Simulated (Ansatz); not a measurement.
# CuHO+ (doublet): wave-function methods side by side, def2-QZVPP

The task here is to estimate one member of a computed series from the others.

Program: Ansatz 0.2.0, Gaussian basis. Level of theory: def2-QZVPP, core rule «outside noble gas», up to 10 orbitals frozen. These are calculated values, not measurements.

The runs, in order: UHF; ROHF; CCSD(T) on UHF.

2 further runs of the same task are left out: 2 set aside as unsound or not needed.

## What is computed

The geometry is a PBE0/def2-TZVP stationary point (not a proven minimum) of the parent state, kept for this charge and spin.

3 atoms, charge 1, spin multiplicity 2.

Atoms are counted from 1 here; the program's logs count them from 0.

Bond lengths: Cu1–O2 1.785 Å, O2–H3 0.961 Å. Angles: Cu1–O2–H3 109.0°.

As a file:

```xyz
3
CuHO
Cu    0.0000    0.0147    0.3807
O     0.0000   -0.1073   -1.4002
H     0.0000    0.7785   -1.7740
```

The first run:

in.yaml

```yaml
crystal:
  periodic: [false, false, false]
  atoms:
    - {symbol: Cu, position_ang: [0.000000, 0.014661, 0.380674]}
    - {symbol: O, position_ang: [0.000000, -0.107274, -1.400192]}
    - {symbol: H, position_ang: [0.000000, 0.778503, -1.774019]}
basis:
  gaussian: {orbitals: "def2-QZVPP.json"}
total_charge: 1
magnetization: {spin_polarized: true, initial_magnetization: 1}
hamiltonian: {xc: hf}
output: {orbitals: {seedname: orbitals}}
```

The run is started by

```
ansatz run in.yaml --threads 1 --pin off --events-out ev --progress --plain --max-ram 4096MiB --backend cpu
```

Among the steps run: UHF; ROHF; CCSD(T) on UHF.

One table of the session follows, with a row left open; its other results are not shown here.

It belongs to the step «Misses and costs». 

```
  method  from UCCSD(T) (meV)
    ROHF             +19128.0
     UHF             +18977.3
    UMP2                    ?
   UCCSD               +760.9
UCCSD(T)                    0
```

**Question.** Estimate the row for UMP2.

**Answer.** from UCCSD(T) (meV): -619.1. In the column «from UCCSD(T) (meV)» it is the lowest.
